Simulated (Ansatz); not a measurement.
Born–Oppenheimer molecular dynamics of a periodic cell of 16 atoms, Li (start crystal Li, start structure bcc, volume 1 times the crystal's). It starts from a structure without forces on its atoms.

Method: DFT PBE, scalar-relativistic, plane waves, PAW (Ansatz 0.2.0). Settings: cutoff 420 eV, k mesh 2x2x2, fermi-dirac smearing 0.11 eV, no spin polarisation.

```json
{"ensemble": "NVT, Langevin thermostat", "time step": "1 fs", "steps asked": "250", "set temperature": "1300 K", "friction": "0.02 /fs", "seed": "631806"}
```

Frames 10 fs apart, positions in Å.

Velocities at 100.0 fs (Å/ps):

```
Li 44.89 1.79 2.05
Li 1.06 0.40 -6.54
Li -24.06 -16.79 11.68
Li -28.40 13.76 12.79
Li 10.75 8.04 7.12
Li 4.42 -9.77 -10.07
Li -15.05 12.27 5.79
Li 3.28 -9.30 1.03
Li 2.93 -10.11 -8.47
Li 1.53 -5.55 7.24
Li -1.09 -9.71 -20.89
Li -23.06 13.42 -0.71
Li 23.82 9.68 14.22
Li -8.94 -5.56 7.66
Li -11.16 3.52 -2.50
Li -7.09 24.98 10.69
```

```xyz
16
Lattice="6.9800 0.0000 0.0000 0.0000 6.9800 0.0000 0.0000 0.0000 6.9800" Properties=species:S:1:pos:R:3 time_fs=100.0 energy_less_start_eV=2.638 T=1505
Li 0.150 0.947 -0.955
Li 4.242 -0.021 0.290
Li -0.954 3.232 0.338
Li -0.225 -0.101 3.470
Li 1.328 1.944 2.465
Li 3.333 3.082 0.212
Li 2.812 -0.223 3.431
Li 4.995 1.870 2.099
Li -0.189 3.309 3.995
Li 1.224 5.441 1.540
Li 2.162 1.976 5.118
Li 3.920 3.575 3.452
Li 5.568 4.995 2.127
Li 4.396 1.805 5.328
Li 0.877 5.154 5.301
Li 4.870 5.852 5.028
16
Lattice="6.9800 0.0000 0.0000 0.0000 6.9800 0.0000 0.0000 0.0000 6.9800" Properties=species:S:1:pos:R:3 time_fs=110.0 energy_less_start_eV=3.297 T=1176
Li 0.499 0.921 -0.885
Li 4.263 -0.068 0.266
Li -1.196 3.112 0.373
Li -0.444 0.025 3.539
Li 1.397 1.974 2.472
Li 3.362 2.987 0.138
Li 2.628 -0.113 3.368
Li 5.036 1.689 2.045
Li -0.225 3.176 3.870
Li 1.302 5.442 1.609
Li 2.133 1.875 4.861
Li 3.710 3.745 3.477
Li 5.780 5.088 2.205
Li 4.370 1.790 5.442
Li 0.816 5.202 5.248
Li 4.793 6.048 5.088
16
Lattice="6.9800 0.0000 0.0000 0.0000 6.9800 0.0000 0.0000 0.0000 6.9800" Properties=species:S:1:pos:R:3 time_fs=120.0 energy_less_start_eV=3.245 T=1271
Li 0.618 0.840 -0.661
Li 4.271 -0.182 0.353
Li -1.316 3.121 0.262
Li -0.565 0.281 3.603
Li 1.450 1.997 2.341
Li 3.263 2.980 0.162
Li 2.508 -0.030 3.248
Li 5.024 1.495 2.046
Li -0.345 3.012 3.733
Li 1.440 5.458 1.666
Li 2.038 1.840 4.623
Li 3.524 3.868 3.560
Li 5.944 5.116 2.258
Li 4.468 1.796 5.442
Li 0.813 5.246 5.207
Li 4.713 6.168 5.127
16
Lattice="6.9800 0.0000 0.0000 0.0000 6.9800 0.0000 0.0000 0.0000 6.9800" Properties=species:S:1:pos:R:3 time_fs=130.0 energy_less_start_eV=2.878 T=1232
Li 0.626 0.776 -0.432
Li 4.159 -0.175 0.498
Li -1.375 3.219 0.235
Li -0.573 0.531 3.703
Li 1.488 2.070 2.034
Li 3.028 2.951 0.244
Li 2.523 -0.034 3.127
Li 4.841 1.354 2.149
Li -0.500 2.884 3.677
Li 1.562 5.434 1.635
Li 1.955 1.813 4.553
Li 3.338 3.932 3.661
Li 6.066 5.064 2.226
Li 4.609 1.698 5.426
Li 0.793 5.183 5.211
Li 4.648 6.135 5.168
16
Lattice="6.9800 0.0000 0.0000 0.0000 6.9800 0.0000 0.0000 0.0000 6.9800" Properties=species:S:1:pos:R:3 time_fs=140.0 energy_less_start_eV=2.854 T=1119
Li 0.643 0.697 -0.245
Li 3.924 -0.101 0.605
Li -1.308 3.342 0.256
Li -0.518 0.580 3.764
Li 1.328 2.177 1.740
Li 2.750 2.994 0.260
Li 2.619 -0.068 3.094
Li 4.610 1.333 2.371
Li -0.678 2.980 3.645
Li 1.721 5.341 1.586
Li 1.896 1.848 4.576
Li 3.242 3.964 3.735
Li 6.133 4.958 2.219
Li 4.777 1.656 5.458
Li 0.831 5.203 5.145
Li 4.520 6.101 5.198
16
Lattice="6.9800 0.0000 0.0000 0.0000 6.9800 0.0000 0.0000 0.0000 6.9800" Properties=species:S:1:pos:R:3 time_fs=150.0 energy_less_start_eV=2.988 T=1052
Li 0.648 0.660 -0.120
Li 3.787 -0.079 0.646
Li -1.235 3.530 0.092
Li -0.472 0.426 3.866
Li 1.050 2.249 1.614
Li 2.580 3.058 0.199
Li 2.803 -0.026 3.147
Li 4.417 1.306 2.547
Li -0.860 3.230 3.735
Li 1.758 5.082 1.553
Li 1.862 1.788 4.564
Li 3.270 4.056 3.740
Li 6.152 4.967 2.263
Li 4.915 1.719 5.518
Li 0.854 5.250 5.119
Li 4.497 6.059 5.185
16
Lattice="6.9800 0.0000 0.0000 0.0000 6.9800 0.0000 0.0000 0.0000 6.9800" Properties=species:S:1:pos:R:3 time_fs=160.0 energy_less_start_eV=2.903 T=1034
Li 0.528 0.609 -0.102
Li 3.755 -0.124 0.700
Li -1.179 3.731 -0.119
Li -0.453 0.216 3.947
Li 0.678 2.429 1.686
Li 2.592 3.117 0.098
Li 2.971 0.017 3.142
Li 4.289 1.387 2.632
Li -0.904 3.325 3.909
Li 1.738 4.895 1.581
Li 1.758 1.748 4.564
Li 3.420 4.069 3.800
Li 6.121 5.092 2.148
Li 4.876 1.746 5.542
Li 0.825 5.282 5.068
Li 4.569 6.012 5.160
16
Lattice="6.9800 0.0000 0.0000 0.0000 6.9800 0.0000 0.0000 0.0000 6.9800" Properties=species:S:1:pos:R:3 time_fs=170.0 energy_less_start_eV=2.515 T=1401
Li 0.372 0.664 -0.243
Li 3.773 -0.245 0.664
Li -1.068 3.919 -0.205
Li -0.358 0.109 3.893
Li 0.354 2.587 1.751
Li 2.736 3.155 -0.015
Li 3.013 -0.029 3.123
Li 4.296 1.621 2.705
Li -0.899 3.428 4.035
Li 1.680 4.809 1.557
Li 1.583 1.698 4.567
Li 3.533 4.040 3.867
Li 6.051 5.323 2.099
Li 4.801 1.777 5.592
Li 0.890 5.232 4.968
Li 4.733 5.918 5.190
16
Lattice="6.9800 0.0000 0.0000 0.0000 6.9800 0.0000 0.0000 0.0000 6.9800" Properties=species:S:1:pos:R:3 time_fs=180.0 energy_less_start_eV=2.394 T=1273
Li 0.205 0.708 -0.349
Li 3.788 -0.392 0.541
Li -1.001 4.118 -0.308
Li -0.185 0.058 3.688
Li 0.029 2.576 1.776
Li 2.926 3.139 -0.218
Li 2.915 -0.169 3.192
Li 4.369 1.911 2.748
Li -0.933 3.503 4.124
Li 1.602 4.802 1.562
Li 1.449 1.715 4.592
Li 3.531 3.948 3.836
Li 5.898 5.473 2.055
Li 4.778 1.660 5.696
Li 1.050 5.239 4.808
Li 4.931 5.839 5.325
16
Lattice="6.9800 0.0000 0.0000 0.0000 6.9800 0.0000 0.0000 0.0000 6.9800" Properties=species:S:1:pos:R:3 time_fs=190.0 energy_less_start_eV=2.851 T=1005
Li 0.092 0.772 -0.442
Li 3.753 -0.497 0.428
Li -0.904 4.185 -0.344
Li -0.095 0.099 3.457
Li -0.195 2.532 1.791
Li 3.110 2.962 -0.457
Li 2.775 -0.290 3.266
Li 4.495 2.117 2.757
Li -0.917 3.547 4.087
Li 1.430 4.820 1.638
Li 1.419 1.746 4.563
Li 3.435 3.876 3.898
Li 5.701 5.596 2.102
Li 4.799 1.474 5.701
Li 1.330 5.276 4.814
Li 4.922 5.794 5.317
16
Lattice="6.9800 0.0000 0.0000 0.0000 6.9800 0.0000 0.0000 0.0000 6.9800" Properties=species:S:1:pos:R:3 time_fs=200.0 energy_less_start_eV=3.345 T=1000
Li 0.011 0.786 -0.392
Li 3.661 -0.575 0.263
Li -0.847 4.185 -0.317
Li -0.168 0.079 3.364
Li -0.398 2.531 1.873
Li 3.213 2.857 -0.689
Li 2.669 -0.354 3.349
Li 4.573 2.135 2.750
Li -0.863 3.565 4.081
Li 1.328 4.748 1.760
Li 1.328 1.728 4.512
Li 3.387 3.866 3.969
Li 5.426 5.649 2.130
Li 4.835 1.292 5.659
Li 1.536 5.307 4.914
Li 4.848 5.762 5.250
16
Lattice="6.9800 0.0000 0.0000 0.0000 6.9800 0.0000 0.0000 0.0000 6.9800" Properties=species:S:1:pos:R:3 time_fs=210.0 energy_less_start_eV=3.062 T=1273
Li -0.119 0.767 -0.240
Li 3.479 -0.557 0.098
Li -0.870 4.148 -0.312
Li -0.265 0.118 3.369
Li -0.608 2.531 1.885
Li 3.188 2.779 -0.799
Li 2.659 -0.327 3.315
Li 4.503 1.945 2.740
Li -0.717 3.644 4.168
Li 1.301 4.612 1.800
Li 1.215 1.822 4.418
Li 3.322 3.934 4.001
Li 5.138 5.658 2.149
Li 4.865 1.239 5.498
Li 1.692 5.347 5.108
Li 4.707 5.718 5.104
```

Of the whole run (250 fs, mean temperature of the second half 1111 K): The mean temperature of the second half is 15 % below the set value. A run of 0.25 ps of so small a system gives no equilibrium averages. Limits of this set-up: coarse k mesh.

Time of the run: 8.8 min on 1 thread of Intel(R) Xeon(R) Platinum 8488C (Sapphire Rapids), on a shared host, peak memory 0.56 GiB.
